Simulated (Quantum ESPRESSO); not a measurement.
The system is Cd2S.

```xyz
3
Lattice="3.9627 0.0000 0.0000 -1.9813 3.4318 0.0000 0.0000 0.0000 5.8092" Properties=species:S:1:pos:R:3 pbc="T T T"
Cd    0.0000    2.2878    5.4183
Cd    1.9813    1.1439    3.3620
S     0.0000    2.2878    2.1245
```

The cell comes from a database or a generator and needn't be the stable form of this composition.

| Property | Result |
| --- | --- |
| Program | Quantum ESPRESSO 7.5 |
| Task | single point |
| Functional | PBEsol |
| Potentials or basis | GBRV 1.5 PBEsol |
| Cutoff | 612 eV |
| Density cutoff | 4898 eV |
| k mesh | 8 × 8 × 5 |
| Occupations | fermi-dirac, width 0.05 eV |
| Spin | no spin polarisation |

On this cell: pressure -2.8 GPa; largest force 0.114 eV/Å; band gap on the k mesh 0.23 eV, indirect (least direct gap 0.56 eV).

The same run follows on a disturbed copy (atoms moved at random, drawn with an rms of 0.05 Å):

```xyz
3
Lattice="3.9627 0.0000 0.0000 -1.9813 3.4318 0.0000 0.0000 0.0000 5.8092" Properties=species:S:1:pos:R:3 pbc="T T T"
Cd   -0.0135    2.2609    5.4264
Cd    2.0175    1.2042    3.3235
S    -0.0381    2.2548    2.0836
```

Question: What changes?

Answer: The energy moves by +10.8 meV/atom; pressure -2.4 GPa; largest force 0.515 eV/Å; band gap on the k mesh 0.14 eV, indirect (least direct gap 0.47 eV).

Forces in eV/Å, atoms in the order of the input:
```
Cd   0.008 -0.002 -0.281
Cd  -0.334 -0.304  0.025
S    0.326  0.307  0.256
```

Stress tensor (GPa, compression positive):
```
-1.86  0.65 -0.59
 0.65 -3.18 -0.56
-0.59 -0.56 -2.17
```

Caveats: an odd mesh through Γ misses points on the zone boundary, where band edges often lie.
